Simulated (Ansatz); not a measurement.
# SbPbBrO2: how the settings move a single-point run

Question: which choices in the input matter for SbPbBrO2?

Method: reference: DFT, PBEsol, plane waves, PAW, in Ansatz 0.2.0.

## (1) Starting point

It takes space group I4mm (No. 107, tetragonal). The conventional cell has a = 3.868 Å, b = 3.868 Å, c = 12.939 Å, α = 90.00°, β = 90.00°, γ = 90.00°. Around Sb (site symmetry 4mm) lie 4 O at 2.15 Å. Pb (site symmetry 4mm) is surrounded by 4 O at 2.45 Å and 4 Br at 3.26 Å. Br (site symmetry 4mm) is surrounded by 4 Pb at 3.26 Å and 4 Sb at 3.54 Å. O (site symmetry 2mm) is surrounded by 2 Sb at 2.15 Å and 2 Pb at 2.45 Å.

As a file:

```cif
data_structure
_symmetry_space_group_name_H-M 'I4mm'
_symmetry_Int_Tables_number 107
_cell_length_a 3.8676
_cell_length_b 3.8676
_cell_length_c 12.9393
_cell_angle_alpha 90.000
_cell_angle_beta 90.000
_cell_angle_gamma 90.000
_cell_volume 193.56
loop_
_atom_site_label
_atom_site_type_symbol
_atom_site_symmetry_multiplicity
_atom_site_Wyckoff_symbol
_atom_site_fract_x
_atom_site_fract_y
_atom_site_fract_z
_atom_site_occupancy
Sb1 Sb 2 a 0.00000 0.00000 0.32750 1
Pb1 Pb 2 a 0.50000 0.50000 0.13837 1
Br1 Br 2 a 0.00000 0.00000 0.00092 1
O1 O 4 b 0.00000 0.50000 0.25451 1
```

## (2) Baseline

Input file input.yaml:

```yaml
crystal:
  lattice:
    - [-1.93382287, 1.93382287, 6.4696611996]
    - [1.93382287, -1.93382287, 6.4696611996]
    - [1.93382287, 1.93382287, -6.4696611996]
  atoms:
    - { symbol: Sb, position: [0.327498963, 0.327498963, 0.0] }
    - { symbol: Pb, position: [0.6383690529, 0.6383690529, 0.0] }
    - { symbol: Br, position: [1.0009165365, 1.0009165365, 0.0] }
    - { symbol: O, position: [0.7545082238, 0.2545082238, 0.5] }
    - { symbol: O, position: [0.2545082238, 0.7545082238, 0.5] }
kpoints:
  mp_grid: { grid: [6, 6, 6] }
hamiltonian:
  xc: pbesol
scf:
  occupations: { method: fixed }
  n_extra_bands: 5
output:
  forces: true
  stress: true
  eigenvalues: true
```

The run is started by

```bash
> ansatz run input.yaml --threads 4 --pin off --max-ram 4608MiB --backend cpu --events-out ev --progress --plain --runs-dir out
```

## (3) Variant: occupations.method methfessel_paxton, occupations.width 0.5

Changes to input.yaml since step 2:

```diff
@@ -16,3 +16,3 @@
 scf:
-  occupations: { method: fixed }
+  occupations: { method: methfessel_paxton, width: 0.5 }
   n_extra_bands: 5
```

## (4) Variant: xc r2scan

Changes to input.yaml since step 2:

```diff
@@ -14,3 +14,3 @@
 hamiltonian:
-  xc: pbesol
+  xc: r2scan
 scf:
```

## (5) Changing settings: ecutwfc 500

Changes to input.yaml since step 2:

```diff
@@ -22 +22,3 @@
   eigenvalues: true
+basis:
+  ecutwfc: 500
```

## (6) Variant: xc mr2scan

Changes to input.yaml since step 2:

```diff
@@ -14,3 +14,3 @@
 hamiltonian:
-  xc: pbesol
+  xc: mr2scan
 scf:
```

Q: Predict the outcome of this session. Wanted: for each run, ending; energy change; pressure; gap; force.

As calculated:

| run | ending | energy change | pressure (GPa) | gap (eV) | force (eV/Å) | cycles | time |
| --- | --- | --- | --- | --- | --- | --- | --- |
| reference | converged | 0 | 0.0 | 1.43 | 0.19 | 7 | 5.8 s |
| 1: occupations.method methfessel_paxton, occupations.width 0.5 | converged | -0.1 meV/atom (σ→0) | 0.0 | 1.42 | 0.20 | 7 | 5.4 s |
| 2: xc r2scan | converged | not comparable | 1.2 | 1.86 | 0.02 | 7 | 12 s |
| 3: ecutwfc 500 | converged | -3.1 meV/atom | 0.0 | 1.43 | 0.19 | 7 | 6.6 s |
| 4: xc mr2scan | converged | not comparable | 1.2 | 1.86 | 0.02 | 7 | 12 s |

Residual by cycle in the longest SCF loop of each run; runs are numbered as in the table. The quantity is the density residual dr2, in eV.

| cycle | reference | run 1 | run 2 | run 3 | run 4 |
| --- | --- | --- | --- | --- | --- |
| 1 | 0.132 | 0.132 | 0.0454 | 0.131 | 0.0454 |
| 2 | 0.0227 | 0.0178 | 0.011 | 0.022 | 0.011 |
| 3 | 0.0019 | 5.1e-4 | 3.8e-4 | 0.00192 | 3.8e-4 |
| 4 | 8.7e-5 | 1.4e-4 | 4.1e-5 | 8.6e-5 | 4.1e-5 |
| 5 | 1.3e-5 | 4.7e-6 | 1.3e-5 | 1.1e-5 | 1.3e-5 |
| 6 | 9.1e-7 | 5.8e-7 | 4.7e-7 | 8.5e-7 | 4.7e-7 |
| 7 | 7.1e-8 | 3.3e-8 | 8.6e-8 | 7.0e-8 | 8.6e-8 |

Of the variants the dearest is «xc mr2scan» (12 s), the cheapest «occupations.method methfessel_paxton, occupations.width 0.5» (5.4 s), on a shared host. The gap of the reference lacks spin-orbit coupling, though the cell holds Pb.
